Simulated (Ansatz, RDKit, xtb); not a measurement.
# C2H11FGeSi2: ranking a sample of isomers

A sample of isomers of C2H11FGeSi2 is drawn. Aim: find which of them has the lowest free energy at 298.15 K, then its properties. The sample is small against all isomers, and the most stable one of this formula need not be in it.

The funnel: GFN2-xTB relaxations, single points with a density functional, relaxations at r2SCAN-D4/def2-SVP, harmonic vibrations (at GFN2-xTB), and a last energy at a higher level. All values are calculated.

### Step 1. Candidates

Isomers were taken from a list of plausible structures; this is a sample, not all of them. That gives 4 candidates.

```csv
label,SMILES,spin
c075,CC[Si@@H]([SiH3])[GeH2][F],singlet
c430,[F][GeH2][CH2][SiH2]C[SiH3],singlet
c821,CC[Si@@H](F)[SiH2][GeH3],singlet
c854,C[C@H](F)[SiH2][GeH2][SiH3],singlet
```

Candidates are built by distance geometry, with a force field where one applies, in up to four conformers (letters a to d).

**Question.** With final energies at CCSD(T)/def2-SVP + MP2/def2-TZVPP - MP2/def2-SVP, which structure will this search put lowest in free energy, and by what margin?

| quantity | value |
| --- | --- |
| lowest structure found | CC[Si@@H](F)[SiH2][GeH3], singlet |
| next finalist | [F][GeH2][CH2][SiH2]C[SiH3], singlet, 4.7 kcal/mol higher in G |
| share at equilibrium, among the finalists | 100.0 % |

`CC[Si@@H](F)[SiH2][GeH3]` comes out lowest. The margin of 4.7 kcal/mol over the next finalist is beyond the usual error of the last level; it says nothing of structures that weren't ranked. GFN2-xTB, HF/STO-3G, r2SCAN-D4/def2-SVP, r2SCAN-D4/def2-SVP, relaxed, HF/def2-SVP and MP2/def2-SVP already put its bonding pattern lowest among the structures in one piece. 6 minima inside the window were never screened. Lowest found is not proven lowest: the search is finite, and each finalist counts with one conformer. Only 4 drawn patterns were tried, so whole families of isomers are missing, and the result ranks this sample alone.
